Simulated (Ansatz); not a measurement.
# TmF: the cost of one run

Program: Ansatz 0.2.0. Level of theory: DFT PBE, scalar-relativistic, plane waves, PAW; 4f electrons in the core of a trivalent norm-conserving potential. These are calculated values, not measurements.

### 1 Starting point

Symmetry: F-43m, No. 216, cubic system. Conventional cell: a = 5.345 Å, b = 5.345 Å, c = 5.345 Å, α = 90.00°, β = 90.00°, γ = 90.00°. Tm (site symmetry -43m) has 4 F at 2.31 Å in its first shell of neighbours. F (site symmetry -43m) is surrounded by 4 Tm at 2.31 Å.

As a file:

```
Tm F
1.0
     0.00000    2.67239    2.67239
     2.67239    0.00000    2.67239
     2.67239    2.67239    0.00000
Tm F
1 1
Direct
  0.00000 0.00000 0.00000
  0.75000 0.75000 0.75000
```

The cell is invented: species swapped into a database cell of GdO (F-43m, No. 216), with Tm on the Gd sites and F on the O sites. Lengths come from tabulated atomic sizes and are only a guess.

### 2 The guess as it stands, on a coarse mesh

input.yaml

```yaml
crystal:
  lattice:
    - [0.0, 2.67239241, 2.67239241]
    - [2.67239241, 0.0, 2.67239241]
    - [2.67239241, 2.67239241, 0.0]
  atoms:
    - { symbol: Tm, position: [0.0, 0.0, 0.0] }
    - { symbol: F, position: [0.75, 0.75, 0.75] }
basis:
  ecutwfc: 690
kpoints:
  mp_grid: { grid: [6, 6, 6] }
hamiltonian:
  xc: pbe
  pseudopotentials:
    kind: paw
    azcp: { Tm: "pseudopotentials/pbe/nc/lanthanide_3plus/Tm.nc.azcp" }
scf:
  occupations: { method: gaussian, width: 0.1 }
  lower_state_search: "off"
output:
  forces: true
  stress: true
  eigenvalues: true
```

Started as:

```bash
$ ansatz run input.yaml --threads 1 --pin off --max-ram 2560MiB --backend cpu --events-out ev --progress --plain --runs-dir out
```

What time and memory should one allow on 1 thread of Intel Xeon at 2.50GHz (Skylake/Cascade Lake), shared host?

About 3.9 s, with a peak of 0.31 GiB.
